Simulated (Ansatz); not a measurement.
**C6H18FHfN3: basis-set convergence**

An exercise on one series of results from a longer session: the logs are not shown, and one member is left open.

Computed with Ansatz 0.2.0, Gaussian basis. Level: one geometry, several basis sets.

Plan: PBE0-D4/def2-SVP; ωB97M-V/def2-SVP; PBE0-D4/def2-QZVPP; ωB97M-V/def2-QZVPP; the functionals' def2-TZVPP values are taken from earlier runs.

## Structure used throughout

The geometry comes from an earlier relaxation with PBE0-D4 in a triple-zeta def2 set; it is a stationary point, not always the lowest conformer. Hf takes the def2 core potential; no spin-orbit term is included.

SMILES `C[N](C)[Hf]([F])([N](C)C)[N](C)C`, 29 atoms, charge 0, spin multiplicity 1.

Atoms are counted from 1 here; the program's logs count them from 0.

Bond lengths: C1–N2 1.440 Å, C1–H12 1.100 Å, C1–H13 1.092 Å, C1–H14 1.101 Å, N2–C3 1.445 Å, N2–Hf4 2.038 Å, C3–H15 1.098 Å, C3–H16 1.100 Å, C3–H17 1.100 Å, Hf4–F5 1.945 Å, Hf4–N6 2.038 Å, Hf4–N9 2.038 Å, N6–C7 1.440 Å, N6–C8 1.445 Å, C7–H18 1.092 Å, C7–H19 1.101 Å, C7–H20 1.100 Å, C8–H21 1.098 Å and more. Angles: N2–C1–H12 111.6°, N2–C1–H13 110.5°, N2–C1–H14 111.8°, H12–C1–H13 107.8°, H12–C1–H14 107.0°, H13–C1–H14 107.9°, C1–N2–C3 112.4°, C1–N2–Hf4 130.7°, C3–N2–Hf4 116.9°, N2–C3–H15 111.2°, N2–C3–H16 112.1°, N2–C3–H17 111.8°, H15–C3–H16 107.0°, H15–C3–H17 107.0°, H16–C3–H17 107.5°, N2–Hf4–F5 111.4°, N2–Hf4–N6 107.5°, N2–Hf4–N9 107.4° and more.

The first run:

File in.yaml:

```yaml
crystal:
  periodic: [false, false, false]
  atoms:
    - {symbol: C, position_ang: [0.328182, 1.010503, 2.593490]}
    - {symbol: N, position_ang: [0.233933, 1.436018, 1.221058]}
    - {symbol: C, position_ang: [0.729075, 2.779458, 1.025443]}
    - {symbol: Hf, position_ang: [-0.535428, 0.490761, -0.411940]}
    - {symbol: F, position_ang: [-1.783413, 1.633235, -1.372163]}
    - {symbol: N, position_ang: [-1.438452, -1.215979, 0.238936]}
    - {symbol: C, position_ang: [-1.048526, -2.594982, 0.097733]}
    - {symbol: C, position_ang: [-2.708586, -1.068586, 0.912215]}
    - {symbol: N, position_ang: [1.030763, -0.059571, -1.593521]}
    - {symbol: C, position_ang: [2.450309, 0.003777, -1.360416]}
    - {symbol: C, position_ang: [0.710428, -0.552120, -2.913810]}
    - {symbol: H, position_ang: [1.370578, 1.007536, 2.946106]}
    - {symbol: H, position_ang: [-0.065458, -0.001657, 2.708527]}
    - {symbol: H, position_ang: [-0.237430, 1.672832, 3.266370]}
    - {symbol: H, position_ang: [0.632722, 3.089059, -0.023253]}
    - {symbol: H, position_ang: [0.177588, 3.514985, 1.629103]}
    - {symbol: H, position_ang: [1.793636, 2.865327, 1.289396]}
    - {symbol: H, position_ang: [-0.093046, -2.671164, -0.425690]}
    - {symbol: H, position_ang: [-1.793015, -3.174082, -0.469535]}
    - {symbol: H, position_ang: [-0.935697, -3.086325, 1.075900]}
    - {symbol: H, position_ang: [-2.994184, -0.011870, 0.993711]}
    - {symbol: H, position_ang: [-3.521632, -1.580367, 0.376837]}
    - {symbol: H, position_ang: [-2.678693, -1.473316, 1.934792]}
    - {symbol: H, position_ang: [2.955229, 0.655959, -2.089183]}
    - {symbol: H, position_ang: [2.918431, -0.989071, -1.438380]}
    - {symbol: H, position_ang: [2.657346, 0.392347, -0.360988]}
    - {symbol: H, position_ang: [1.139364, 0.079347, -3.705538]}
    - {symbol: H, position_ang: [1.080958, -1.576283, -3.069278]}
    - {symbol: H, position_ang: [-0.374972, -0.575771, -3.075930]}
basis:
  gaussian: {orbitals: def2-SVP}
hamiltonian: {xc: pbe0, dispersion: d4}
output: {orbitals: {seedname: orbitals}}
```

The run is started by

```bash
$ ansatz run in.yaml --threads 11 --pin off --events-out ev --progress --plain --max-ram 166912MiB --backend cpu
```

Among the steps run: PBE0-D4 in def2-SVP; ωB97M-V in def2-SVP; PBE0-D4 in def2-QZVPP; ωB97M-V in def2-QZVPP.

One of the session's tables, all rows but one given; the rest of the session is left out.

```
functional       basis  HOMO (eV)  LUMO (eV)
   PBE0-D4    def2-SVP      -6.03       0.50
   PBE0-D4  def2-TZVPP      -6.11       0.22
   PBE0-D4  def2-QZVPP      -6.13       0.00
   ωB97M-V    def2-SVP          ?          ?
   ωB97M-V  def2-TZVPP      -8.40       1.41
   ωB97M-V  def2-QZVPP      -8.42       0.92
```

Estimate the missing values for ωB97M-V, def2-SVP.

As computed: HOMO (eV): -8.31; LUMO (eV): 1.83. In the column «HOMO (eV)» it lies between ωB97M-V, def2-TZVPP (-8.40) and PBE0-D4, def2-QZVPP (-6.13).
